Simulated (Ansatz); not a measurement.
# RPA@PBE/STO-3G run of H3NO (hydroxylamine)

Aim: the electronic atomisation energy of H3NO (hydroxylamine) at RPA@PBE/STO-3G, from 4 runs. 

Program for the calculation: Ansatz 0.2.0.

45 further runs of the same task are left out: 2 that didn't finish, 43 set aside as unsound or not needed.

## 1. The molecule

The species is H3NO (5 atoms), meant as a singlet with charge 0. SMILES: `NO`. The shape is that of a PBE0-D4/def2-TZVP optimisation. This is one conformer, not always the lowest.

Bond lengths: N1–O2 1.422 Å, N1–H3 1.016 Å, N1–H4 1.016 Å, O2–H5 0.960 Å. Angles: N1–O2–H5 102.8°, O2–N1–H3 104.5°, O2–N1–H4 104.5°, H3–N1–H4 106.0°.

## 2. The energy at RPA@PBE/STO-3G

Input file run.yaml:

```yaml
crystal:
  periodic: [false, false, false]
  atoms:
    - {symbol: N, position_ang: [-0.165120, -0.361290, -0.321170]}
    - {symbol: O, position_ang: [0.364460, 0.666040, 0.508060]}
    - {symbol: H, position_ang: [-0.162690, -1.190020, 0.266770]}
    - {symbol: H, position_ang: [-1.141650, -0.109840, -0.446210]}
    - {symbol: H, position_ang: [1.105010, 0.995100, -0.007440]}
basis:
  gaussian:
    orbitals: STO-3G
hamiltonian:
  xc: {name: PBE}
correlation:
  method: rpa
  frozen_orbitals: {H: 0, "N": 1, O: 1}
accuracy: high
```

Command:

```sh
$ ansatz run run.yaml --threads 1 --pin off --max-ram 3480MiB --events-out events.jsonl --progress --plain --runs-dir runs
```

What it wrote:

```text
Warning: RAYON_NUM_THREADS=1 ignored (pool sized by the plan → 1); use --threads N
Functional definition: PBE
  name "PBE"
  parameter kappa = 0.804
  parameter beta = 0.06672455060314922
  exchange = pbe_x(kappa = kappa, mu = beta*pi^2/3)
  correlation = pbe_c(beta = beta)
209 factors; integrals over basis functions are off by at most 2.3e-8 eV
mean field evaluation 1: about -3530.7437 eV, gradient 8.3e0 eV
mean field evaluation 2: about -3530.6965 eV, gradient 8.3e0 eV
mean field evaluation 4: about -3530.9813 eV, gradient 9.8e-1 eV
mean field evaluation 8: about -3530.9840 eV, gradient 3.6e-3 eV
mean field evaluation 16: about -3530.9840 eV, gradient 2.5e-8 eV
mean field -3530.98404758 eV, -129.7612703617 hartree, gradient 2.5e-8 eV, S^2 0.000000; 0 other end points of the search recorded, 0 dependent functions left out
2 core orbitals not correlated: weight in the atoms' cores, before any rotation towards them, 1.000 or more for the frozen orbitals, at most 0.000 for the correlated occupied ones
reference -3517.23126539 eV, -129.2558649381 hartree; 7, 7 occupied and 4, 4 virtual orbitals, 209 factors
Total energy: -3522.08923706 eV, -129.4343921039 hartree
```

Run time: 0.99 s. Hardware: 1 thread of Arm Neoverse V1, shared host.

## 3. The H atom

Input file run.yaml:

```yaml
basis:
  gaussian:
    orbitals: STO-3G
crystal:
  periodic: [false, false, false]
  atoms:
    - {symbol: H, position_ang: [0.000000, 0.000000, 0.000000]}
magnetization:
  spin_polarized: true
  initial_magnetization: 1
hamiltonian:
  xc: {name: PBE}
correlation:
  method: rpa
  frozen_orbitals: {H: 0}
accuracy: high
```

Command:

```sh
$ ansatz run run.yaml --threads 1 --pin off --max-ram 3480MiB --events-out events.jsonl --progress --plain --runs-dir runs
```

What it wrote:

```text
Warning: RAYON_NUM_THREADS=1 ignored (pool sized by the plan → 1); use --threads N
Functional definition: PBE
  name "PBE"
  parameter kappa = 0.804
  parameter beta = 0.06672455060314922
  exchange = pbe_x(kappa = kappa, mu = beta*pi^2/3)
  correlation = pbe_c(beta = beta)
1 factors; integrals over basis functions are off by at most 4.6e-10 eV
mean field evaluation 1: about -12.6363 eV, gradient 0.0e0 eV
mean field evaluation 2: about -12.6363 eV, gradient 0.0e0 eV
mean field -12.63630448 eV, -0.4643756244 hartree, gradient 0.0e0 eV, S^2 0.750000; 0 other end points of the search recorded, 0 dependent functions left out
reference -12.69633895 eV, -0.4665818504 hartree; 1, 0 occupied and 0, 1 virtual orbitals, 1 factors
Total energy: -12.69633895 eV, -0.4665818504 hartree
```

Wall time 0.08 s (1 thread of Arm Neoverse V1, shared host).

## 4. The N atom

Input file molecule.yaml:

```yaml
crystal:
  periodic: [false, false, false]
  atoms:
    - symbol: N
      position_ang: [0.000000, 0.000000, 0.000000]
basis:
  gaussian:
    orbitals: STO-3G
magnetization:
  spin_polarized: true
  initial_magnetization: 3
hamiltonian:
  xc: {name: PBE}
correlation:
  method: rpa
  frozen_orbitals: {"N": 1}
accuracy: high
```

Run the same way, it converges to -53.74680 Eh (log not shown).

## 5. The O atom, same level

Input file job.yaml:

```yaml
crystal:
  periodic: [false, false, false]
  atoms:
    - symbol: O
      position_ang: [0.000000, 0.000000, 0.000000]
basis:
  gaussian:
    orbitals: STO-3G
magnetization:
  spin_polarized: true
  initial_magnetization: 2
hamiltonian:
  xc: pbe
correlation:
  method: rpa
  frozen_orbitals: {O: 1}
accuracy: high
```

Command:

```sh
$ ansatz run job.yaml --threads 1 --pin off --max-ram 3480MiB --events-out events.jsonl --progress --plain --runs-dir runs
```

What it wrote:

```text
Warning: RAYON_NUM_THREADS=1 ignored (pool sized by the plan → 1); use --threads N
Functional definition: PBE
  name "PBE"
  parameter kappa = 0.804
  parameter beta = 0.06672455060314922
  exchange = pbe_x(kappa = kappa, mu = beta*pi^2/3)
  correlation = pbe_c(beta = beta)
15 factors; integrals over basis functions are off by at most 1.1e-9 eV
mean field evaluation 1: about -2012.2475 eV, gradient 3.6e-12 eV
mean field evaluation 2: about -2012.2484 eV, gradient 1.5e-11 eV
mean field evaluation 4: about -2012.2472 eV, gradient 0.0e0 eV
mean field evaluation 8: about -2012.2481 eV, gradient 2.6e-2 eV
mean field evaluation 16: about -2012.2472 eV, gradient 3.0e-11 eV
mean field -2012.24843053 eV, -73.9487658709 hartree, gradient 5.6e-24 eV, S^2 2.000000; 8 other end points of the search recorded, 0 dependent functions left out
1 core orbitals not correlated: weight in the atoms' cores, before any rotation towards them, 1.000 or more for the frozen orbitals, at most 0.000 for the correlated occupied ones
reference -2008.31323932 eV, -73.8041502613 hartree; 4, 2 occupied and 0, 2 virtual orbitals, 15 factors
Total energy: -2009.25012359 eV, -73.8385801232 hartree
```

It took 0.48 s on 1 thread of Arm Neoverse V1, shared host.

## 6. Outcome

At RPA@PBE/STO-3G, 2 core orbitals frozen:

| quantity | value |
| --- | --- |
| molecule: total energy | -129.43439 Eh |
| molecule: RPA correlation energy (valence) | -178.5 mEh |
| H atom: total energy | -0.46658 Eh |
| H atom: RPA correlation energy | 0.0 mEh |
| H atom: ⟨S²⟩ of the reference determinant | 0.750 |
| N atom: total energy | -53.74680 Eh |
| N atom: RPA correlation energy (valence) | -27.8 mEh |
| N atom: ⟨S²⟩ of the reference determinant | 3.750 |
| O atom: total energy | -73.83858 Eh |
| O atom: RPA correlation energy (valence) | -34.4 mEh |
| O atom: ⟨S²⟩ of the reference determinant | 2.000 |
| electronic atomisation energy | 12.225 eV |

**Reading.** Taking the molecule apart into free atoms costs 12.23 eV (282 kcal/mol), before zero-point energy and without spin-orbit coupling. In a minimal basis such a difference can be off by several eV, whatever the method.
